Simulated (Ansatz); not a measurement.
# CAuClO: the cost of one run

Method: the levels named in each step, in Ansatz 0.2.0.

## (1) The system as given

Bond lengths: O1–C2 1.131 Å, C2–Au3 1.837 Å, Au3–Cl4 2.172 Å. Angles: O1–C2–Au3 180.0°, C2–Au3–Cl4 180.0°.

Coordinates:

```xyz
4

O     0.0000    0.0000   -2.3096
C     0.0000    0.0000   -1.1785
Au    0.0000    0.0000    0.6582
Cl    0.0000    0.0000    2.8300
```

## (2) A rough first relaxation, PBE-D4/def2-SVP

Contents of input.yaml:

```yaml
crystal:
  periodic: [false, false, false]
  atoms:
    - { symbol: O, position_ang: [0.0, 0.0, -2.30959] }
    - { symbol: C, position_ang: [0.0, 0.0, -1.17855] }
    - { symbol: Au, position_ang: [0.0, 0.0, 0.65819] }
    - { symbol: Cl, position_ang: [0.0, 0.0, 2.82995] }
basis:
  gaussian: { orbitals: def2-SVP }
hamiltonian:
  xc: pbe
  dispersion: d4
relax:
  f_tol: 0.03
  max_steps: 200
```

The run is started by

```
ansatz run input.yaml --threads 2 --pin off --max-ram 5120MiB --backend cpu --events-out ev --progress --plain --runs-dir out
```

Q: Estimate wall time and peak memory on 2 threads of Intel Xeon Platinum 8488C (Sapphire Rapids), shared host.

About 5 s, with a peak of 0.15 GiB.
